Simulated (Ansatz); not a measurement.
**GaH4N: a dynamics run in two tries**

Aim: a short trajectory for this system.

Program: Ansatz 0.2.0. Level of theory: RKS BHLYP/def2-mTZVP. These are calculated values, not measurements.

## (1) The structure to begin with

Bond lengths: Ga1–H2 1.506 Å, Ga1–N3 1.836 Å, N3–H4 0.983 Å, N3–H5 0.975 Å, Ga1–H6 1.597 Å. Angles: H2–Ga1–N3 110.3°, H2–Ga1–H6 136.2°, N3–Ga1–H6 113.4°, Ga1–N3–H4 120.5°, Ga1–N3–H5 120.8°, H4–N3–H5 116.2°.

Structure file:

```xyz
6

Ga    0.0144    0.0103   -0.0035
H     0.2249   -0.4944    1.4001
N     1.5866   -0.0625   -0.9482
H     2.4068   -0.4002   -0.5251
H     1.7062    0.4652   -1.7589
H    -1.2290    0.5040   -0.8759
```

## (2) First attempt

input.yaml

```yaml
crystal:
  periodic: [false, false, false]
  atoms:
    - { symbol: Ga, position_ang: [0.014355, 0.010347, -0.003454] }
    - { symbol: H, position_ang: [0.224901, -0.494376, 1.400054] }
    - { symbol: "N", position_ang: [1.586631, -0.062502, -0.948235] }
    - { symbol: H, position_ang: [2.406768, -0.40025, -0.525147] }
    - { symbol: H, position_ang: [1.706179, 0.46515, -1.758887] }
    - { symbol: H, position_ang: [-1.22899, 0.504029, -0.875914] }
basis:
  gaussian: { orbitals: def2-mTZVP }
hamiltonian:
  xc: { name: BHLYP }
md:
  timestep: 0.5
  n_steps: 25
  ensemble: nvt_langevin
  initial_velocities: maxwell_boltzmann
  seed: 588989
  masses: [{ species: H, mass: 2.014 }]
```

Started as:

```sh
ansatz run input.yaml --threads 2 --pin off --max-ram 3072MiB --backend cpu --events-out ev --progress --plain --runs-dir out
```

Q: Predict the outcome of this session. Wanted: first try.

The runs gave:

```
 quantity                                                           value
first try                                                         refused
    cause  a Langevin thermostat is asked for with no temperature to hold
```

**Reading.** The fault in the first input was caught at the input check and cost nothing.
